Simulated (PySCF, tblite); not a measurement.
**C6H14Si3: geometry, infrared bands and NMR shifts**

Wanted: the infrared bands and NMR shifts of C6H14Si3 (`[SiH3]C1([SiH3])[SiH2]C=C1C1CC1`), by calculation.

Computed with tblite 0.8.0 and PySCF 2.14.0, with density-fitted response routines of our own, on a single molecule in the gas phase. Atoms are numbered from 0 throughout.

**1. The starting structure**

23 atoms, charge 0, multiplicity 1; geometry from: force field or distance geometry start.

Bonds of the start (Å): Si0–C1 1.96, C1–Si2 1.97, C1–Si3 1.91, Si3–C4 1.85, C4–C5 1.37, C5–C6 1.56, C6–C7 1.51, C7–C8 1.49, C5–C1 1.57, C8–C6 1.52, Si0–H9 1.50, Si0–H10 1.48, Si0–H11 1.48, Si2–H12 1.48, Si2–H13 1.49, Si2–H14 1.50, Si3–H15 1.49, Si3–H16 1.49, C4–H17 1.08, C6–H18 1.08, C7–H19 1.09, C7–H20 1.08, C8–H21 1.08, C8–H22 1.09.

**2. Optimising the geometry with GFN2-xTB**

What the job is given:

```
{"job": {"kind": "relax", "xc": "GFN2-xTB", "basis": "xTB"}, "charge": 0, "multiplicity": 1}
Si    -1.812400     1.780000    -0.733600
C     -1.171300     0.101200     0.057300
Si    -1.485300    -1.448700    -1.115800
Si    -1.706500    -0.170100     1.875200
C      0.134800     0.047500     1.920400
C      0.309100     0.194600     0.573700
C      1.642000     0.442800    -0.190800
C      2.354100    -0.638400    -0.958900
C      2.978700    -0.094000     0.282400
H     -3.291000     1.687200    -0.948500
H     -1.156300     2.022600    -2.039200
H     -1.554100     2.933900     0.163700
H     -0.954600    -2.695300    -0.523300
H     -0.858200    -1.223800    -2.447600
H     -2.960600    -1.605800    -1.311300
H     -2.450300     0.942600     2.528900
H     -2.131900    -1.551800     2.238300
H      0.843700     0.049700     2.737300
H      1.671000     1.437800    -0.622400
H      1.969600    -1.653800    -0.912300
H      2.783200    -0.369300    -1.913000
H      3.837100     0.556700     0.177900
H      3.004300    -0.718400     1.171600
```

Run with:

```sh
OMP_NUM_THREADS=1 python probes_run.py task.json out
```

This one command runs all jobs of the session in turn.

**Question.** This job is followed by: GFN2-xTB harmonic vibrations, gas phase; GIAO PBE0/pcSseg-1 NMR shielding, non-relativistic, gas phase. Predict these results of the whole session: strongest single infrared mode (GFN2-xTB); zero-point energy (GFN2-xTB); ¹³C shifts against TMS (PBE0/pcSseg-1, means over atoms taken as alike); ¹H shifts against TMS (PBE0/pcSseg-1, means over atoms taken as alike); ²⁹Si shifts against TMS (PBE0/pcSseg-1, means over atoms taken as alike).

**Answer**, as computed:

```
                                                                quantity                                   value
                               strongest single infrared mode (GFN2-xTB)                   2250 cm⁻¹, 712 km/mol
                                            zero-point energy (GFN2-xTB)                          102.3 kcal/mol
 ¹³C shifts against TMS (PBE0/pcSseg-1, means over atoms taken as alike)      187.3, 111.4, 16.6, 16.6, 15.3 ppm
  ¹H shifts against TMS (PBE0/pcSseg-1, means over atoms taken as alike)  4.94, 4.84, 4.17, 1.32, 1.05, 0.76 ppm
²⁹Si shifts against TMS (PBE0/pcSseg-1, means over atoms taken as alike)                        -41.1, -64.6 ppm
```

**Reading.** Over 174 steps the energy fell by 0.511 eV; of the close pairs, C5–C6 changed most, 1.556 to 1.463 Å. No mode is imaginary among the 63: a minimum at this level. The strongest single mode, at 2250 cm⁻¹, is spread over several atoms, H16, H9, H15, H12 among them. GFN2-xTB is a fitted tight-binding method: band positions and strengths are rough. Its intensities can rank the bands wrongly. H17 (hydrogen on an alkene CH) lies farthest downfield among hydrogen, at 4.94 ppm; attached to an sp2 carbon and in the plane of the double bond. At PBE0/pcSseg-1: The widest tensor belongs to C5: span 256 ppm, with a paramagnetic part of -263 ppm.
